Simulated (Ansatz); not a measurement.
# SiS3: the cost of one run

Method: DFT PBE, scalar-relativistic, plane waves, PAW, in Ansatz 0.2.0.

3 further runs of the same task are left out: 1 that didn't finish, 2 set aside as unsound or not needed.

### Step 1. The structure to begin with

The structure is orthorhombic, space group Cmmm (No. 65). Conventional cell: a = 4.820 Å, b = 11.436 Å, c = 2.478 Å, α = 90.00°, β = 90.00°, γ = 90.00°. Si (site symmetry mmm) has 4 S at 2.41 to 2.55 Å and 2 Si at 2.48 Å as nearest neighbours. Around S (site symmetry mmm) lie 2 Si at 2.41 Å and 2 S at 2.48 Å. S (site symmetry m2m) has 4 S at 2.48 to 2.49 Å and 1 Si at 2.55 Å as nearest neighbours.

Structure file:

```xyz
4
Lattice="2.4101 -5.7178 0.0000 2.4101 5.7178 0.0000 0.0000 0.0000 2.4778" Properties=species:S:1:pos:R:3 pbc="T T T"
Si    2.4101    0.0000    0.0000
S     0.0000    0.0000    0.0000
S     2.4101    2.5502    0.0000
S     2.4101   -2.5502    0.0000
```

The cell was relaxed beforehand at this level, from a generated guess; it needn't be the stable form of this composition. At a tolerance of 0.05 Å it has space group Cmmm (No. 65); it has 17.07 Å³/atom, an uncorrected energy of +0.23 eV/atom over the elements.

### Step 2. Electronic structure at the relaxed geometry

Input file input.yaml:

```yaml
crystal:
  lattice:
    - [2.4100595143, -5.7178123097, 0.0]
    - [2.4100595143, 5.7178123097, 0.0]
    - [0.0, 0.0, 2.4778326125]
  atoms:
    - { symbol: Si, position: [0.5, 0.5, 0.0] }
    - { symbol: S, position: [0.0, 0.0, 0.0] }
    - { symbol: S, position: [0.2769939284, 0.7230060716, 0.0] }
    - { symbol: S, position: [0.7230060716, 0.2769939284, 0.0] }
basis:
  ecutwfc: 420
kpoints:
  mp_grid: { grid: [10, 10, 18] }
  band_path:
    path:
      - [[0.0, 0.0, 0.0], [-0.5, 0.5, 0.0], [-0.29441562, 0.70558438, 0.0]]
      - [[0.29441562, 0.29441562, 0.0], [0.0, 0.0, 0.0], [0.0, 0.0, 0.5], [0.29441562, 0.29441562, 0.5]]
      - [[-0.29441562, 0.70558438, 0.5], [-0.5, 0.5, 0.5], [-0.5, 0.5, 0.0]]
      - [[0.0, 0.0, 0.0], [0.0, 0.5, 0.0], [0.0, 0.5, 0.5], [0.0, 0.0, 0.5], [-0.5, 0.5, 0.5]]
    npoints: 14
hamiltonian:
  xc: pbe
scf:
  occupations: { method: gaussian, width: 0.1 }
  n_extra_bands: 10
output:
  forces: true
  stress: true
  eigenvalues: true
  populations: true
  dos: { projected: true, de: 0.02, nscf_kmesh: { grid: [12, 12, 22] } }
  bader: true
  write_density: true
  write_potential: true
  elf: true
  volumetric_format: npy
```

Run with:

```console
$ ansatz run input.yaml --threads 1 --pin off --max-ram 2560MiB --backend cpu --events-out ev --progress --plain --runs-dir out
```

What time and memory should one allow on 1 thread of Intel Xeon at 2.50GHz (Skylake/Cascade Lake), shared host?

About 2.8 min, with a peak of 0.75 GiB.
